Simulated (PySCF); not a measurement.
# AsB2H5: the cost of one run

Computed with PySCF 2.14.0, with density-fitted response routines of our own, on a single molecule in the gas phase. Atoms count from 0, in the outputs and in this text.

### 1 The molecule as given

8 atoms, charge 0, multiplicity 1; geometry from: PBE0-D3(BJ)/def2-SVP.

Bonds of the start (Å): B0–B1 1.64, B1–As2 2.01, B0–H3 1.21, B0–H4 1.21, B1–H5 1.21, As2–H6 1.52, As2–H7 1.52.

### 2 Excited states and response: B3LYP/def2-SVPD

Job settings and geometry (Å):

```
{"job": {"kind": "uv", "xc": "B3LYP", "basis": "def2-SVPD", "ip": true}, "charge": 0, "multiplicity": 1}
B     -1.205761     0.384107    -0.575723
B     -0.146408    -0.672430     0.097489
As     1.821180    -0.255619     0.087889
H     -1.374916     0.489325    -1.770948
H     -1.826853     1.150379     0.130355
H     -0.415660    -1.762310     0.548923
H      1.786714     1.255848     0.244018
H      2.096824    -0.563383     1.549080
```

With the program's defaults for keys left out, this is: TDDFT B3LYP/def2-SVPD, vertical, gas phase, core orbitals frozen in the response.

Run with:

```sh
> OMP_NUM_THREADS=1 python probes_run.py task.json out
```

This one command runs all jobs of the session in turn.

Q: Estimate the wall time and peak memory of this first job on 1 thread of Arm Neoverse V1, shared host.

About 20 s, with a peak of 0.53 GiB.
